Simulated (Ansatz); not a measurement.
# GaH₃S₂Si: geometry optimisation

Aim: relax GaH₃S₂Si at this level.

Method: RKS r2SCAN0-D4/def2-SVP; program: Ansatz 0.2.0.

## Step 1: Where the work starts

7 atoms, charge 0, spin multiplicity 1.

Atoms are counted from 1 here; the program's logs count them from 0.

Bond lengths: Si1–S2 2.198 Å, Si1–Ga4 2.405 Å, Si1–H5 1.509 Å, Si1–H6 1.507 Å, S2–S3 2.169 Å, S3–Ga4 2.252 Å, Ga4–H7 1.571 Å. Angles: S2–Si1–Ga4 87.2°, S2–Si1–H5 111.9°, S2–Si1–H6 111.5°, Ga4–Si1–H5 115.4°, Ga4–Si1–H6 122.3°, H5–Si1–H6 107.1°, Si1–S2–S3 93.9°, S2–S3–Ga4 91.8°, Si1–Ga4–S3 86.5°, Si1–Ga4–H7 150.6°, S3–Ga4–H7 122.8°.

Coordinates:

```
Si   -0.7841    0.6295    0.3990
S    -0.1422   -0.9378    1.7997
S     1.4233   -1.6747    0.4910
Ga    0.7720   -0.3083   -1.1763
H    -0.4428    2.0098    0.9039
H    -2.2746    0.5939    0.1765
H     1.4485   -0.3124   -2.5938
```

## Step 2: Relaxation

The input, input.yaml:

```yaml
crystal:
  periodic: [false, false, false]
  atoms:
    - { symbol: Si, position_ang: [-0.78411, 0.629514, 0.398973] }
    - { symbol: S, position_ang: [-0.142162, -0.937766, 1.799736] }
    - { symbol: S, position_ang: [1.423252, -1.674735, 0.491004] }
    - { symbol: Ga, position_ang: [0.771971, -0.308252, -1.176339] }
    - { symbol: H, position_ang: [-0.442824, 2.009751, 0.90392] }
    - { symbol: H, position_ang: [-2.274622, 0.593918, 0.176482] }
    - { symbol: H, position_ang: [1.448504, -0.31244, -2.593786] }
basis:
  gaussian: { orbitals: def2-SVP }
hamiltonian:
  xc: { name: r2SCAN0 }
  dispersion: d4
output:
  forces: true
relax:
  f_tol: 0.003
  max_steps: 120
```

Command:

```
$ ansatz run input.yaml --threads 1 --pin off --max-ram 2560MiB --backend cpu --events-out ev --progress --plain --runs-dir out
```

Log:

```text
Warning: RAYON_NUM_THREADS=1 ignored (pool sized by the plan → 1); use --threads N
The last accepted step is kept in <dir> (removed where the run ends without a failure and the disk answers)
Engine: ansatz 0.2.0, aarch64-unknown-linux-gnu
Functional definition: r2SCAN0
  parameter a = 0.25
  parameter k0 = 0.174
  parameter k1 = 0.065
  parameter a1 = 4.9479
  exchange = (1 - a)*r2scan_x(k0 = k0, k1 = k1, a1 = a1) + a*exact_x
  correlation = r2scan_c
1017 factors; integrals over basis functions are off by at most 2.6e-4 eV
mean field evaluation 1: about -81956.3507 eV, gradient 1.7e1 eV
mean field evaluation 2: about -81956.1865 eV, gradient 2.1e1 eV
mean field evaluation 4: about -81956.9330 eV, gradient 1.1e0 eV
mean field evaluation 8: about -81956.9297 eV, gradient 2.3e-2 eV
mean field -81956.92969873 eV, -3011.8616140261 hartree, gradient 5.1e-5 eV, S^2 0.000000; 0 other end points of the search recorded, 0 dependent functions left out
the calculation of the forces begins
reference -81956.92970713 eV, -3011.8616143348 hartree; 40, 40 occupied and 61, 61 virtual orbitals, 1017 factors
relax step   1: F+E_penalty+E_count = -81957.00052433 eV  Δ(F+E_penalty+E_count) = +0.000e0 eV  max|allowed force component| = 4.476e-1 eV/Å  Δτ_max = 0.0000 Å  (25 SCF iters, accepted)
these checks for a lower state are left out or cut short: starts, cluster_reference, orbital_swaps, neighbouring_geometries, increment
1017 factors; integrals over basis functions are off by at most 2.6e-4 eV
mean field evaluation 16: about -81956.9609 eV, gradient 8.7e-3 eV
mean field -81956.95369213 eV, -3011.8624957673 hartree, gradient 8.3e-5 eV, S^2 0.000000; 0 other end points of the search recorded, 0 dependent functions left out
the calculation of the forces begins
reference -81956.95370050 eV, -3011.8624960751 hartree; 40, 40 occupied and 61, 61 virtual orbitals, 1017 factors
relax step   2: F+E_penalty+E_count = -81957.02473453 eV  Δ(F+E_penalty+E_count) = -2.421e-2 eV  max|allowed force component| = 1.515e-1 eV/Å  Δτ_max = 0.0414 Å  (26 SCF iters, accepted)
these checks for a lower state are left out or cut short: starts, cluster_reference, orbital_swaps, neighbouring_geometries, increment
1017 factors; integrals over basis functions are off by at most 2.6e-4 eV
mean field -81956.95479450 eV, -3011.8625362788 hartree, gradient 8.7e-5 eV, S^2 0.000000; 0 other end points of the search recorded, 0 dependent functions left out
the calculation of the forces begins
reference -81956.95480287 eV, -3011.8625365862 hartree; 40, 40 occupied and 61, 61 virtual orbitals, 1017 factors
relax step   3: F+E_penalty+E_count = -81957.02590485 eV  Δ(F+E_penalty+E_count) = -1.170e-3 eV  max|allowed force component| = 7.046e-2 eV/Å  Δτ_max = 0.0251 Å  (26 SCF iters, accepted)
these checks for a lower state are left out or cut short: starts, cluster_reference, orbital_swaps, neighbouring_geometries, increment
1017 factors; integrals over basis functions are off by at most 2.6e-4 eV
mean field -81956.95579117 eV, -3011.8625729058 hartree, gradient 8.3e-5 eV, S^2 0.000000; 0 other end points of the search recorded, 0 dependent functions left out
the calculation of the forces begins
reference -81956.95579954 eV, -3011.8625732133 hartree; 40, 40 occupied and 61, 61 virtual orbitals, 1017 factors
relax step   4: F+E_penalty+E_count = -81957.02687694 eV  Δ(F+E_penalty+E_count) = -9.721e-4 eV  max|allowed force component| = 1.570e-2 eV/Å  Δτ_max = 0.0102 Å  (28 SCF iters, accepted)
these checks for a lower state are left out or cut short: starts, cluster_reference, orbital_swaps, neighbouring_geometries, increment
1017 factors; integrals over basis functions are off by at most 2.6e-4 eV
mean field evaluation 32: about -81956.9569 eV, gradient 6.1e-2 eV
mean field -81956.95695282 eV, -3011.8626155954 hartree, gradient 2.0e-5 eV, S^2 0.000000; 0 other end points of the search recorded, 0 dependent functions left out
the calculation of the forces begins
reference -81956.95696119 eV, -3011.8626159030 hartree; 40, 40 occupied and 61, 61 virtual orbitals, 1017 factors
relax step   5: F+E_penalty+E_count = -81957.02802380 eV  Δ(F+E_penalty+E_count) = -1.147e-3 eV  max|allowed force component| = 2.188e-2 eV/Å  Δτ_max = 0.0615 Å  (28 SCF iters, accepted)
these checks for a lower state are left out or cut short: starts, cluster_reference, orbital_swaps, neighbouring_geometries, increment
1017 factors; integrals over basis functions are off by at most 2.7e-4 eV
mean field -81956.87097750 eV, -3011.8594560606 hartree, gradient 1.6e-5 eV, S^2 0.000000; 0 other end points of the search recorded, 0 dependent functions left out
the calculation of the forces begins
reference -81956.87098589 eV, -3011.8594563691 hartree; 40, 40 occupied and 61, 61 virtual orbitals, 1017 factors
relax step   6: F+E_penalty+E_count = -81956.94193987 eV  Δ(F+E_penalty+E_count) = +8.608e-2 eV  max|allowed force component| = 8.205e-1 eV/Å  Δτ_max = 0.1294 Å  (29 SCF iters, rejected (line search))
these checks for a lower state are left out or cut short: starts, cluster_reference, orbital_swaps, neighbouring_geometries, increment
1017 factors; integrals over basis functions are off by at most 2.6e-4 eV
mean field -81956.95728544 eV, -3011.8626278191 hartree, gradient 8.6e-5 eV, S^2 0.000000; 0 other end points of the search recorded, 0 dependent functions left out
the calculation of the forces begins
reference -81956.95729381 eV, -3011.8626281267 hartree; 40, 40 occupied and 61, 61 virtual orbitals, 1017 factors
relax step   7: F+E_penalty+E_count = -81957.02835267 eV  Δ(F+E_penalty+E_count) = -3.289e-4 eV  max|allowed force component| = 2.285e-2 eV/Å  Δτ_max = 0.0281 Å  (26 SCF iters, accepted)
these checks for a lower state are left out or cut short: starts, cluster_reference, orbital_swaps, neighbouring_geometries, increment
1017 factors; integrals over basis functions are off by at most 2.6e-4 eV
mean field -81956.95745170 eV, -3011.8626339291 hartree, gradient 8.8e-5 eV, S^2 0.000000; 0 other end points of the search recorded, 0 dependent functions left out
the calculation of the forces begins
reference -81956.95746007 eV, -3011.8626342367 hartree; 40, 40 occupied and 61, 61 virtual orbitals, 1017 factors
relax step   8: F+E_penalty+E_count = -81957.02851070 eV  Δ(F+E_penalty+E_count) = -1.580e-4 eV  max|allowed force component| = 9.241e-3 eV/Å  Δτ_max = 0.0325 Å  (26 SCF iters, accepted)
these checks for a lower state are left out or cut short: starts, cluster_reference, orbital_swaps, neighbouring_geometries, increment
1017 factors; integrals over basis functions are off by at most 2.6e-4 eV
mean field -81956.95746430 eV, -3011.8626343920 hartree, gradient 5.8e-5 eV, S^2 0.000000; 0 other end points of the search recorded, 0 dependent functions left out
the calculation of the forces begins
reference -81956.95747267 eV, -3011.8626346996 hartree; 40, 40 occupied and 61, 61 virtual orbitals, 1017 factors
relax step   9: F+E_penalty+E_count = -81957.02852549 eV  Δ(F+E_penalty+E_count) = -1.480e-5 eV  max|allowed force component| = 5.447e-3 eV/Å  Δτ_max = 0.0018 Å  (21 SCF iters, accepted)
these checks for a lower state are left out or cut short: starts, cluster_reference, orbital_swaps, neighbouring_geometries, increment
1017 factors; integrals over basis functions are off by at most 2.6e-4 eV
mean field -81956.95746681 eV, -3011.8626344843 hartree, gradient 5.6e-5 eV, S^2 0.000000; 0 other end points of the search recorded, 0 dependent functions left out
the calculation of the forces begins
reference -81956.95747518 eV, -3011.8626347918 hartree; 40, 40 occupied and 61, 61 virtual orbitals, 1017 factors
relax step  10: F+E_penalty+E_count = -81957.02852850 eV  Δ(F+E_penalty+E_count) = -3.006e-6 eV  max|allowed force component| = 5.484e-4 eV/Å  Δτ_max = 0.0011 Å  (20 SCF iters, accepted)
1017 factors; integrals over basis functions are off by at most 2.6e-4 eV
mean field evaluation 64: about -81956.3901 eV, gradient 1.7e1 eV
mean field -81956.95746681 eV, -3011.8626344843 hartree, gradient 5.6e-5 eV, S^2 0.000000; 1 other end points of the search recorded, 0 dependent functions left out
the calculation of the forces begins
reference -81956.95747518 eV, -3011.8626347918 hartree; 40, 40 occupied and 61, 61 virtual orbitals, 1017 factors
Total energy: -81957.02853687 eV, -3011.8652462607 hartree
Atom 0 at    -0.754734     0.650524     0.405881 Å, force     0.000253    -0.000372    -0.000024 eV/Å
Atom 1 at    -0.069894    -0.867672     1.809348 Å, force     0.000384     0.000045    -0.000240 eV/Å
Atom 2 at     1.325945    -1.745215     0.442619 Å, force    -0.000344     0.000042     0.000376 eV/Å
Atom 3 at     0.784438    -0.296124    -1.151538 Å, force     0.000159     0.000220    -0.000548 eV/Å
Atom 4 at    -0.502491     2.026642     0.916371 Å, force    -0.000122    -0.000071     0.000099 eV/Å
Atom 5 at    -2.214538     0.532385     0.135963 Å, force    -0.000032     0.000142    -0.000157 eV/Å
Atom 6 at     1.431283    -0.300551    -2.558655 Å, force    -0.000296    -0.000007     0.000494 eV/Å
Dipole moment:    -0.126757     0.397185    -0.483822 e Å
```

Run time: 97 s. Hardware: 1 thread of Arm Neoverse V1, shared host; peak memory 0.27 GiB.

Step by step: (the energy doesn't fall at every step)

| step | energy from step 1 (eV) | largest force component (eV/Å) |
| --- | --- | --- |
| 1 | 0.0000 | 0.4476 |
| 2 | -0.0242 | 0.1515 |
| 3 | -0.0254 | 0.0705 |
| 4 | -0.0264 | 0.0157 |
| 5 | -0.0275 | 0.0219 |
| 6 | 0.0586 | 0.8205 |
| 7 | -0.0278 | 0.0229 |
| 8 | -0.0280 | 0.0092 |
| 9 | -0.0280 | 0.0054 |
| 10 | -0.0280 | 0.0005 |

Close pairs (by a distance rule), those that changed most:

| bond | before (Å) | after (Å) | change (Å) |
| --- | --- | --- | --- |
| S3–Ga4 | 2.252 | 2.221 | -0.031 |
| S2–S3 | 2.169 | 2.142 | -0.028 |
| Ga4–H7 | 1.571 | 1.549 | -0.022 |
| Si1–S2 | 2.198 | 2.178 | -0.020 |
| Si1–H5 | 1.509 | 1.489 | -0.020 |
| Si1–Ga4 | 2.405 | 2.386 | -0.019 |
| Si1–H6 | 1.507 | 1.489 | -0.018 |

## Step 3: Results

| quantity | value |
| --- | --- |
| energy gained | 0.0280 eV |
| root mean square move | 0.079 Å |
| dipole moment | 3.07 D |

**Reading.** Bond lengths: Si1–S2 2.178 Å, Si1–Ga4 2.386 Å, Si1–H5 1.489 Å, Si1–H6 1.489 Å, S2–S3 2.142 Å, S3–Ga4 2.221 Å, Ga4–H7 1.549 Å. Angles: S2–Si1–Ga4 86.6°, S2–Si1–H5 111.7°, S2–Si1–H6 111.7°, Ga4–Si1–H5 118.8°, Ga4–Si1–H6 118.9°, H5–Si1–H6 107.5°, Si1–S2–S3 94.6°, S2–S3–Ga4 91.8°, Si1–Ga4–S3 87.0°, Si1–Ga4–H7 149.7°, S3–Ga4–H7 123.3°. No frequencies were computed here.
